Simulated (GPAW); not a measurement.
HfMoC2:

```
Hf Mo C
1.0
     3.19142    0.00000    0.00000
     0.00000    3.19142    0.00000
     0.00000    0.00000    4.48516
Hf Mo C
1 1 2
Direct
  0.00000 0.00000 0.00000
  0.50000 0.50000 0.50000
  0.50000 0.50000 0.00000
  0.00000 0.00000 0.50000
```

The cell comes from a database or a generator and needn't be the stable form of this composition.

| Quantity | Value |
| --- | --- |
| Program | GPAW 26.7.0 |
| Task | relaxation of cell and atoms |
| Functional | PBEsol |
| Dispersion | D3(BJ)+ATM |
| Potentials or basis | PAW data sets generated in the run's folder for this functional |
| Cutoff | 800 eV |
| Basis | pw |
| k mesh | 6 × 6 × 5 |
| Occupations | fermi-dirac, width 0.05 eV |
| Spin | no spin polarisation |

At the start: pressure -12.1 GPa; volume 11.42 Å³/atom.

Task: How do energy, volume and symmetry change on relaxing?

Result: Over 4 steps the energy falls by 17.8 meV/atom and the volume is 10.95 Å³/atom (-4.2 %); space group P4/mmm (No. 123, to 0.05 Å).

Step by step:
```csv
step,energy change (eV),largest force (eV/Å),pressure (GPa),volume (Å³)
1,0.0000,0.0000,-12.06,45.68
2,-0.0277,0.0000,-9.63,45.26
3,-0.0709,0.0000,0.50,43.71
4,-0.0711,0.0000,-0.02,43.78
```

Final structure:
```cif
data_structure
_symmetry_space_group_name_H-M 'P 1'
_symmetry_Int_Tables_number 1
_cell_length_a 3.1469
_cell_length_b 3.1469
_cell_length_c 4.4210
_cell_angle_alpha 90.000
_cell_angle_beta 90.000
_cell_angle_gamma 90.000
_cell_volume 43.78
loop_
_atom_site_label
_atom_site_type_symbol
_atom_site_fract_x
_atom_site_fract_y
_atom_site_fract_z
_atom_site_occupancy
Hf1 Hf 0.00000 0.00000 0.00000 1
Mo1 Mo 0.50000 0.50000 0.50000 1
C1 C 0.50000 0.50000 0.00000 1
C2 C 0.00000 0.00000 0.50000 1
```

Caveat: later steps reuse the first step's grids; pairwise dispersion overbinds metals, which lowers pressure and volume.
